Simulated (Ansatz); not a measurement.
# Si: the cost of one run

Program: Ansatz 0.2.0 (single point, PBE, plane waves PAW). Host: AMD EPYC 7R13 (Zen 3), 96 cores, 96 hardware threads, 1656 GiB, 8 × H100 80GB HBM3, 81559 MiB; it was booked for these runs alone, one at a time. Each run is timed once from launch to exit, start-up included.

### Step 1. The system

The cell holds 36 atoms in 726 Å³, 3×3×2 copies of a database cell, with the atoms displaced at random so that no symmetry is left.

### Step 2. First run

input.yaml reads:

```yaml
crystal:
  lattice:
    - [0.000000, 8.165553, 8.165553]
    - [8.165553, 0.000000, 8.165553]
    - [5.443702, 5.443702, 0.000000]
  atoms:
    - { symbol: Si, position: [0.091432, 0.081037, 0.127052] }
    - { symbol: Si, position: [0.000508, 0.002893, -0.007285] }
    - { symbol: Si, position: [0.081897, 0.080730, 0.619416] }
    - { symbol: Si, position: [-0.002923, -0.001775, 0.498510] }
    - { symbol: Si, position: [0.080193, 0.418128, 0.122155] }
    - { symbol: Si, position: [-0.011077, 0.337458, -0.002036] }
    - { symbol: Si, position: [0.080758, 0.417596, 0.626195] }
    - { symbol: Si, position: [0.000183, 0.330374, 0.500995] }
    - { symbol: Si, position: [0.078008, 0.755000, 0.118425] }
    - { symbol: Si, position: [-0.000716, 0.666733, 0.001137] }
    - { symbol: Si, position: [0.082479, 0.751673, 0.606115] }
    - { symbol: Si, position: [-0.000810, 0.665664, 0.497072] }
    - { symbol: Si, position: [0.421518, 0.079500, 0.123893] }
    - { symbol: Si, position: [0.325827, 0.000495, -0.009146] }
    - { symbol: Si, position: [0.410749, 0.091083, 0.627993] }
    - { symbol: Si, position: [0.332846, 0.000138, 0.491768] }
    - { symbol: Si, position: [0.412533, 0.417689, 0.113202] }
    - { symbol: Si, position: [0.333827, 0.326796, -0.000052] }
    - { symbol: Si, position: [0.412309, 0.422364, 0.629667] }
    - { symbol: Si, position: [0.331064, 0.326236, 0.495177] }
    - { symbol: Si, position: [0.416011, 0.746054, 0.125811] }
    - { symbol: Si, position: [0.336354, 0.666016, -0.002975] }
    - { symbol: Si, position: [0.418958, 0.748504, 0.628797] }
    - { symbol: Si, position: [0.331758, 0.671895, 0.497847] }
    - { symbol: Si, position: [0.745818, 0.083222, 0.120983] }
    - { symbol: Si, position: [0.662911, -0.000896, 0.003282] }
    - { symbol: Si, position: [0.741943, 0.082730, 0.623530] }
    - { symbol: Si, position: [0.665708, 0.002386, 0.492445] }
    - { symbol: Si, position: [0.751888, 0.415429, 0.124941] }
    - { symbol: Si, position: [0.665462, 0.331748, -0.003401] }
    - { symbol: Si, position: [0.751035, 0.423661, 0.629960] }
    - { symbol: Si, position: [0.669274, 0.334911, 0.496907] }
    - { symbol: Si, position: [0.751755, 0.756922, 0.117694] }
    - { symbol: Si, position: [0.669229, 0.669887, 0.000981] }
    - { symbol: Si, position: [0.752440, 0.754566, 0.636206] }
    - { symbol: Si, position: [0.670953, 0.672197, 0.501332] }
kpoints:
  mp_grid: { grid: [1, 1, 1] }
hamiltonian:
  xc: pbe
  pseudopotentials: { azcp: { folder: soft_1 } }
scf:
  occupations: { method: fixed }
output: { forces: true }
```

On the command line:

```bash
$ ansatz run input.yaml --backend cuda --devices 1 --events-out ev --progress --plain --runs-dir out
```

Q: Estimate wall time and peak memory on 1 × NVIDIA H100 80GB HBM3 with 48 threads of AMD EPYC 7R13 (Zen 3), host not shared.

About 1.8 s, with a peak of 1.1 GiB on the host.
